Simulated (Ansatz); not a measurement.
# ReO3F: one species, many methods

An exercise on one series of results from a longer session: the logs are not shown, and one member is left open.

The runs use Ansatz 0.2.0, Gaussian basis; functionals in def2-TZVPP, the program's frozen cores in correlated methods.

Levels to be run: LDA (SPW92), PBE-D4, revPBE-D4, BLYP-D4, r2SCAN-D4, B97M-V, PBE0-D4, B3LYP-D4, r2SCANh-D4, r2SCAN0-D4, HSE06-D4, BHLYP-D4, CAM-B3LYP-D4, LC-ωPBE, ωB97X-V, ωB97M-V, B2PLYP, PBE-QIDH; CCSD(T)/def2-SVP; CCSD(T)/def2-TZVPP; CCSD(T)/def2-QZVPP; extrapolation to the limit; RPA on PBE.

## Structure used throughout

The geometry comes from an earlier relaxation with PBE0-D4 in a triple-zeta def2 set; it is a stationary point. Re takes the def2 core potential; no spin-orbit term is included.

5 atoms, charge 0, spin multiplicity 1.

Atoms are counted from 1 here; the program's logs count them from 0.

Bond lengths: O1–Re2 1.688 Å, Re2–O3 1.688 Å, Re2–O4 1.688 Å, Re2–F5 1.838 Å. Angles: O1–Re2–O3 108.9°, O1–Re2–O4 108.9°, O1–Re2–F5 110.1°, O3–Re2–O4 108.9°, O3–Re2–F5 110.1°, O4–Re2–F5 110.1°.

Set-up of the first run:

Input file in.yaml:

```yaml
crystal:
  periodic: [false, false, false]
  atoms:
    - {symbol: O, position_ang: [-0.348698, -0.151383, 1.652301]}
    - {symbol: Re, position_ang: [0.001793, -0.019236, 0.005958]}
    - {symbol: O, position_ang: [-1.068908, -0.995661, -0.860608]}
    - {symbol: O, position_ang: [1.577237, -0.563840, -0.262606]}
    - {symbol: F, position_ang: [-0.161424, 1.730120, -0.535034]}
basis:
  gaussian: {orbitals: def2-TZVPP}
hamiltonian: {xc: lda}
output: {orbitals: {seedname: orbitals}}
```

Launch:

```sh
> ansatz run in.yaml --threads 2 --pin off --events-out ev --progress --plain --max-ram 32768MiB --backend cpu
```

Among the steps run: LDA; PBE-D4 (GGA); revPBE-D4 (GGA); BLYP-D4 (GGA); r2SCAN-D4 (meta-GGA); B97M-V (meta-GGA); B3LYP-D4 (hybrid); r2SCANh-D4 (hybrid); r2SCAN0-D4 (hybrid); HSE06-D4 (hybrid); BHLYP-D4 (hybrid); CAM-B3LYP-D4 (range-separated); LC-ωPBE (range-separated); ωB97X-V (range-separated); ωB97M-V (range-separated); B2PLYP (double hybrid); PBE-QIDH (double hybrid).

One of the session's tables, all rows but one given; the rest of the session is left out.

It belongs to the step «Frontier levels by functional». 

```
  functional  HOMO (eV)  LUMO (eV)  gap (eV)
 LDA (SPW92)      -8.82      -4.14      4.67
      PBE-D4      -8.54      -3.86      4.68
   revPBE-D4      -8.44      -3.75      4.69
     BLYP-D4      -8.44      -3.80      4.65
   r2SCAN-D4      -8.95      -3.88      5.07
      B97M-V      -9.01      -3.80      5.21
     PBE0-D4     -10.21      -3.19      7.03
    B3LYP-D4      -9.95      -3.44      6.52
  r2SCANh-D4      -9.57      -3.61      5.96
  r2SCAN0-D4     -10.51      -3.20      7.31
    HSE06-D4      -9.81      -3.57      6.24
    BHLYP-D4     -11.84      -2.39      9.44
CAM-B3LYP-D4     -11.66      -2.13      9.53
     LC-ωPBE          ?          ?         ?
     ωB97X-V     -12.60      -0.97     11.63
     ωB97M-V     -12.53      -0.98     11.56
```

Estimate the missing values for LC-ωPBE.

The run gave: HOMO (eV): -12.94; LUMO (eV): -0.91; gap (eV): 12.03. In the column «HOMO (eV)» it is the lowest.
